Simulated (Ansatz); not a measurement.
# Cl2H2OSn: the cost of one run

Method: RKS PBE/def2-SVP, in Ansatz 0.2.0.

### 1 The starting structure

Bond lengths: Sn1–Cl2 2.610 Å, Sn1–H3 1.940 Å, Sn1–O4 1.959 Å, O4–H5 1.010 Å, Sn1–Cl6 2.408 Å. Angles: Cl2–Sn1–H3 45.6°, Cl2–Sn1–O4 123.0°, Cl2–Sn1–Cl6 123.0°, H3–Sn1–O4 121.2°, H3–Sn1–Cl6 121.2°, O4–Sn1–Cl6 109.5°, Sn1–O4–H5 109.5°.

Structure file:

```xyz
6

Sn    0.0000    0.0000    0.0000
Cl    1.5152    0.0000    2.1251
H     1.9164    0.0000    0.3021
O    -0.9232    1.5994   -0.6527
H    -1.8810    1.3686   -0.8751
Cl   -1.1351   -1.9666   -0.8025
```

### 2 Pulling towards end A

Springs on the bonds that form and break draw the guess towards this end; the thresholds are loose.

input.yaml reads:

```yaml
crystal:
  periodic: [false, false, false]
  atoms:
    - { symbol: Sn, position_ang: [0.0, 0.0, 0.0] }
    - { symbol: Cl, position_ang: [1.5152, 0.0, 2.1251] }
    - { symbol: H, position_ang: [1.9164, 0.0, 0.3021] }
    - { symbol: O, position_ang: [-0.9232, 1.5994, -0.6527] }
    - { symbol: H, position_ang: [-1.881, 1.3686, -0.8751] }
    - { symbol: Cl, position_ang: [-1.1351, -1.9666, -0.8025] }
basis:
  gaussian: { orbitals: def2-SVP }
hamiltonian:
  xc: pbe
relax:
  f_tol: 0.15
  max_steps: 25
  restrain:
    - { distance: [1, 2], at: 2.57, k: 30.0 }
    - { distance: [0, 1], at: 2.41, k: 30.0 }
    - { distance: [0, 2], at: 1.74, k: 30.0 }
```

The run is started by

```sh
$ ansatz run input.yaml --threads 2 --pin off --max-ram 3072MiB --backend cpu --events-out ev --progress --plain --runs-dir out
```

What time and memory should one allow on 2 threads of Arm Neoverse V1, shared host?

About 11 s, with a peak of 0.13 GiB.
